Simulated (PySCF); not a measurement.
**PtSF₂: structure of the quintet**

Where does quintet PtSF₂ go from a trigonal pyramidal start, is the end point a minimum, and what are its modes, charges and moments?

Program: PySCF 2.14.0. Level of theory: PBE0, basis Pt def2-SVP with ECP60, S def2-SVP, F def2-SVP, scalar-relativistic core potentials, no spin–orbit coupling, density fitting. These are calculated values, not measurements.

## Step 1: The system as given

4 atoms, charge 0, spin multiplicity 5.

Bond lengths: Pt1–S2 2.060 Å, Pt1–F3 1.870 Å, Pt1–F4 1.870 Å. Angles: S2–Pt1–F3 99.8°, S2–Pt1–F4 99.8°, F3–Pt1–F4 99.8°.

Z-matrix (Å, degrees; charge 0 multiplicity 5):
```
Pt
S  1 2.0600
F  1 1.8700 2 99.75
F  1 1.8700 2 99.75 3 -101.77
```

## Step 2: Relaxation: trigonal pyramidal start, quintet

The steps below are one call of a driver around PySCF. For each, scf.py gives the equivalent set-up of the SCF; relaxations use the driver's own optimiser. Before each start the driver seeks the lowest SCF state from one or more starting densities and follows internal instabilities, so scf.py alone need not reach the same state.

The program finds Cs symmetry in the start, which this walk keeps. The walk stops when the largest gradient is under 0.0003 Eh/bohr and the energy has settled too.

scf.py

```python
from pyscf import gto, scf, dft
mol = gto.M(atom='''
Pt     0.050552     0.087555    -0.242618
S     -0.858906    -1.487612     0.724482
F      1.701666     0.087508     0.635283
F     -0.775000     1.517466     0.635281''',
    basis={'Pt': 'def2-SVP', 'S': 'def2-SVP', 'F': 'def2-SVP'},
    ecp={'Pt': 'def2-SVP'},
    charge=0, spin=4)
mf = dft.UKS(mol, xc='PBE0')
mf.grids.atom_grid = (50, 194)
aux = {'Pt': 'def2-universal-JKFIT', 'S': 'def2-universal-JKFIT', 'F': 'def2-universal-JKFIT'}
mf = mf.density_fit(auxbasis=aux)
mf.kernel()
```

Further steps of the session: Frequencies.

What does the calculation give? Wanted: minimum; geometry; wavenumbers; dipole moment; highest occupied, lowest empty level; polar-tensor charge of Pt1; zero-point energy; atomisation energy; ⟨S²⟩.

**Answer**, as computed:

```
                                          quantity                                                              value
                                           minimum                                                       quintet, C2v
                                          geometry  Pt–F 1.897 Å (×2), Pt–S 2.288 Å; F–Pt–F 163.4°, F–Pt–S 98.3° (×2)
                                wavenumbers (cm⁻¹)         122 (b1), 147 (a1), 187 (b2), 320 (a1), 594 (a1), 667 (b2)
                                     dipole moment                                                             1.40 D
highest occupied, lowest empty level (either spin)                                                    -7.03, -5.32 eV
                        polar-tensor charge of Pt1                                                            +0.65 e
                                 zero-point energy                                                        12.2 kJ/mol
                               entropy at 298.15 K                                                    342.0 J/(mol K)
         atomisation energy (no zero-point energy)                                                         854 kJ/mol
                                              ⟨S²⟩                                                              6.012
```

**Reading.** The trigonal pyramidal start (Cs) ends in a minimum of C2v symmetry. The strongest infrared band lies at 667 cm⁻¹ (b2, stretch). Only this shape and spin were tried, so other structures or states may lie lower. One determinant may miss the lowest occupation of an open d or f shell. Spin–orbit coupling, left out here, can matter for elements this heavy.
